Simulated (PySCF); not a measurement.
**wB97M-V/def2-SVP run of GaHBr2 (SMILES [Br][GaH][Br])**

Aim: the vertical singlet–triplet gap of GaHBr2 at wB97M-V/def2-SVP, from 2 runs. The job is set up through a Python script.

Program for the calculation: PySCF 2.14.0.

7 further runs of the same task are left out: 4 that didn't finish, 3 set aside as unsound or not needed.

### 1 The system as given

GaHBr2: 4 atoms, total charge 0, spin state singlet. SMILES: `[Br][GaH][Br]`. Geometry: relaxed at PBE0-D4/def2-TZVP.

Bond lengths: Br1–Ga2 2.274 Å, Ga2–Br3 2.274 Å, Ga2–H4 1.549 Å. Angles: Br1–Ga2–Br3 116.0°, Br1–Ga2–H4 122.0°, Br3–Ga2–H4 122.0°.

### 2 The energy at wB97M-V/def2-SVP

mol.xyz

```xyz
4
Br2GaH
Br    -2.066700     0.047400    -0.609100
Ga     0.130800     0.163600    -0.035600
Br     1.021500    -1.717900     0.879600
H      0.969900     1.446500    -0.255100
```

run.py

```python
# [Br][GaH][Br]
from pyscf import gto, dft

mol = gto.Mole()
mol.atom = 'mol.xyz'
mol.verbose = 3
mol.spin = 0
mol.max_memory = 1860
mol.basis = 'def2-svp'
mol.build()

mf = dft.RKS(mol)
mf.xc = 'wb97m-v'
mf.grids.level = 5
mf.nlcgrids.level = 1
mf.conv_tol = 1e-10
mf.kernel()
if not mf.converged:
    mf = mf.newton().run(mf.mo_coeff, mf.mo_occ)

energy = mf.e_tot
print(f'total energy: {energy:.8f} hartree')
```

Run with:

```bash
$ OMP_NUM_THREADS=1 python run.py
```

The log of the run:

```text
converged SCF energy = -7072.61663701003
total energy: -7072.61663701 hartree
```

It took 59 s on 1 thread of Intel Xeon Platinum 8488C (Sapphire Rapids), shared host; peak memory 0.56 GiB.

### 3 The triplet at the same level

calc.py

```python
from pyscf import gto, dft

system = gto.M(
    atom='''
Br    -3.905497     0.089573    -1.151032
Ga     0.247176     0.309159    -0.067274
Br     1.930355    -3.246361     1.662203
H      1.832845     2.733489    -0.482069
''',
    verbose=3,
    unit='bohr',
    charge=0,
    max_memory=1860,
    basis='def2-svp',
    spin=2,
)

mf = dft.UKS(system)
mf.xc = 'wb97m-v'
mf.nlcgrids.level = 1
mf.conv_tol = 1e-10
mf.grids.level = 5
mf.kernel()
if not mf.converged:
    mf = mf.newton().run(mf.mo_coeff, mf.mo_occ)

e_final = mf.e_tot
print('Final energy', e_final)
```

Run with:

```bash
$ OMP_NUM_THREADS=1 python calc.py
```

The log of the run:

```text
WARN: HOMO -0.0249160782362767 >= LUMO -0.355710095531061

WARN: HOMO -0.209913241730848 >= LUMO -0.228248968583722

WARN: HOMO -0.1821698771661 >= LUMO -0.209583189704024

WARN: HOMO -0.17723196166114 >= LUMO -0.2008662290977

WARN: HOMO -0.177578445947913 >= LUMO -0.197732358581182

WARN: HOMO -0.177186771872307 >= LUMO -0.19734135551324

WARN: HOMO -0.177002958200676 >= LUMO -0.197387312101168

WARN: HOMO -0.176448630402362 >= LUMO -0.197302629838977

WARN: HOMO -0.175900812005231 >= LUMO -0.197351003256166

WARN: HOMO -0.175803546242511 >= LUMO -0.197598362368857

WARN: HOMO -0.175747559264025 >= LUMO -0.197593237723781

WARN: HOMO -0.175757661006057 >= LUMO -0.197596853150062

WARN: HOMO -0.175758019574066 >= LUMO -0.197597006932968

WARN: HOMO -0.175755318045013 >= LUMO -0.197595374432367

WARN: HOMO -0.175754857422061 >= LUMO -0.197595096753038

WARN: HOMO -0.175755664309276 >= LUMO -0.197595387313273

WARN: HOMO -0.175755041904206 >= LUMO -0.19759538063164

WARN: HOMO -0.175754758833288 >= LUMO -0.197595274775798

WARN: HOMO -0.175755254727437 >= LUMO -0.197595214497303

WARN: HOMO -0.175755484152527 >= LUMO -0.197595282662161

WARN: HOMO -0.175755478244625 >= LUMO -0.197595277160334

WARN: HOMO -0.175755458735354 >= LUMO -0.197595381104757

converged SCF energy = -7072.38874393858  <S^2> = 2.0132861  2S+1 = 3.0088444
Final energy -7072.388743938578
```

It took 2.2 min on 1 thread of Intel Xeon Platinum 8488C (Sapphire Rapids), shared host; peak memory 0.57 GiB.

### 4 What came out

At wB97M-V/def2-SVP:

```
                                        quantity           value
                           singlet: total energy  -7072.61664 Eh
                          singlet: dipole moment          1.45 D
                            singlet: HOMO energy       -10.56 eV
                            singlet: LUMO energy        -0.02 eV
                          singlet: HOMO–LUMO gap        10.54 eV
                           triplet: total energy  -7072.38874 Eh
                          triplet: dipole moment          0.83 D
     triplet: HOMO energy (highest over α and β)        -4.78 eV
                                   triplet: ⟨S²⟩           2.013
vertical energy of the triplet above the singlet        6.201 eV
```

**Reading.** At this shape the triplet lies 6.20 eV (143 kcal/mol) above the singlet. Mulliken charges (singlet) run from -0.21 on Br1 to +0.47 on Ga2. Mulliken charges (triplet) run from -0.06 on Br3 to +0.14 on Ga2.
